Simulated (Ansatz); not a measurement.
# HfIr3: the cost of one run

Method: DFT LDA, scalar-relativistic, plane waves, PAW, in Ansatz 0.2.0.

3 further runs of the same task are left out: 3 set aside as unsound or not needed. Runs told in other sessions of the task aren't counted.

**1. The system as given**

It takes space group Pm-3m (No. 221, cubic). Conventional cell: a = 3.901 Å, b = 3.901 Å, c = 3.901 Å, α = 90.00°, β = 90.00°, γ = 90.00°. Hf (site symmetry m-3m) has 12 Ir at 2.76 Å in its first shell of neighbours. Around Ir (site symmetry 4/mmm) lie 4 Hf at 2.76 Å and 8 Ir at 2.76 Å.

Coordinates:

```cif
data_structure
_symmetry_space_group_name_H-M 'P 1'
_symmetry_Int_Tables_number 1
_cell_length_a 3.9009
_cell_length_b 3.9009
_cell_length_c 3.9009
_cell_angle_alpha 90.000
_cell_angle_beta 90.000
_cell_angle_gamma 90.000
_cell_volume 59.36
loop_
_atom_site_label
_atom_site_type_symbol
_atom_site_fract_x
_atom_site_fract_y
_atom_site_fract_z
_atom_site_occupancy
Hf1 Hf 0.00000 0.00000 0.00000 1
Ir1 Ir 0.00000 0.50000 0.50000 1
Ir2 Ir 0.50000 0.00000 0.50000 1
Ir3 Ir 0.50000 0.50000 0.00000 1
```

It is the result of an earlier relaxation at this level (volume 14.84 Å³/atom; gap on the mesh: none (metal)).

**2. The cell at 0.98 of its volume**

input.yaml

```yaml
crystal:
  lattice:
    - [3.8746924035, 0.0, 0.0]
    - [0.0, 3.8746924035, 0.0]
    - [0.0, 0.0, 3.8746924035]
  atoms:
    - { symbol: Hf, position: [0.0, 0.0, 0.0] }
    - { symbol: Ir, position: [0.0, 0.5, 0.5] }
    - { symbol: Ir, position: [0.5, 0.0, 0.5] }
    - { symbol: Ir, position: [0.5, 0.5, 0.0] }
basis:
  ecutwfc: 420
kpoints:
  mp_grid: { grid: [12, 12, 12] }
hamiltonian:
  xc: lda
scf:
  occupations: { method: fermi_dirac, width: 0.15 }
output:
  forces: true
  stress: true
  eigenvalues: true
```

The run is started by

```sh
$ ansatz run input.yaml --threads 1 --pin off --max-ram 3072MiB --backend cpu --events-out ev --progress --plain --runs-dir out
```

**Question.** How long does this run take on 1 thread of Arm Neoverse V1, shared host, and how much memory does it need?

About 13 s, with a peak of 0.43 GiB.
